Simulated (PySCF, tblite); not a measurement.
# C₅H₇NS: geometry, infrared bands and NMR shifts

What infrared bands and NMR shifts should C₅H₇NS (`CSc1cc[nH]c1`) show?

Programs: tblite 0.8.0 and PySCF 2.14.0, with density-fitted response routines of our own. Each step states its level of theory. These are calculated values for one molecule in the gas phase, unless marked as measured. Atoms count from 0, in the outputs and in this text.

## (1) Starting geometry

14 atoms, charge 0, multiplicity 1; geometry from: force field or distance geometry start.

Bonds of the start (Å): C0–S1 1.80, S1–C2 1.73, C2–C3 1.42, C3–C4 1.37, C4–N5 1.38, N5–C6 1.38, C6–C2 1.38, C0–H7 1.08, C0–H8 1.09, C0–H9 1.09, C3–H10 1.09, C4–H11 1.08, N5–H12 1.00, C6–H13 1.08.

## (2) Optimising the geometry with GFN2-xTB

What the job is given:

```
{"job": {"kind": "relax", "xc": "GFN2-xTB", "basis": "xTB"}, "charge": 0, "multiplicity": 1}
C      2.580800     0.383500    -0.340600
S      1.529800     0.583300     1.112000
C     -0.039000     0.129400     0.542000
C     -1.207500     0.140300     1.343200
C     -2.264700    -0.271300     0.571700
N     -1.785700    -0.512000    -0.697600
C     -0.428800    -0.265300    -0.724300
H      2.562900    -0.643500    -0.689400
H      3.608400     0.641100    -0.081900
H      2.238100     1.052200    -1.136600
H     -1.270400     0.395200     2.398100
H     -3.316200    -0.406500     0.794300
H     -2.339200    -0.819600    -1.473600
H      0.131000    -0.407300    -1.639400
```

Started as:

```console
$ OMP_NUM_THREADS=1 python probes_run.py task.json out
```

This one command runs all jobs of the session in turn.

**Question.** This job is followed by: GFN2-xTB harmonic vibrations, gas phase; GIAO PBE0/pcSseg-1 NMR shielding, non-relativistic, gas phase. What will the session give for the following? strongest single infrared mode (GFN2-xTB); zero-point energy (GFN2-xTB); ¹³C shifts against TMS (PBE0/pcSseg-1); ¹H shifts against TMS (PBE0/pcSseg-1, means over atoms taken as alike); ³³S shifts against CS2 (PBE0/pcSseg-1); ¹⁵N shifts against NH3 (PBE0/pcSseg-1); surface potential, 1st and 99th percentile.

The runs gave:

| quantity | value |
| --- | --- |
| strongest single infrared mode (GFN2-xTB) | 1238 cm⁻¹, 76 km/mol |
| zero-point energy (GFN2-xTB) | 68.2 kcal/mol |
| ¹³C shifts against TMS (PBE0/pcSseg-1) | 127.3, 121.3, 111.9, 111.5, 19.3 ppm |
| ¹H shifts against TMS (PBE0/pcSseg-1, means over atoms taken as alike) | 7.56, 6.70, 6.30, 6.07, 2.31 ppm |
| ³³S shifts against CS2 (PBE0/pcSseg-1) | -31 ppm |
| ¹⁵N shifts against NH3 (PBE0/pcSseg-1) | 167.2 ppm |
| surface potential, 1st and 99th percentile | -1.24 V and 2.25 V |

**Reading.** The optimisation took 32 steps and gained 0.062 eV; among the close pairs (by a distance rule), S1–C2 changed most, from 1.730 to 1.758 Å. All 36 modes are real, so the xTB geometry is a minimum. The strongest single mode, at 1238 cm⁻¹, is carried by C2, N5, C6, C3. GFN2-xTB is a fitted tight-binding method: band positions and strengths are rough. Its intensities can rank the bands wrongly. At PBE0/pcSseg-1: Shielding is most anisotropic at S1 (span 369 ppm, paramagnetic term -520 ppm). NICS(1)zz of -29 ppm above the planar ring from C2 marks a diatropic (aromatic) ring current.
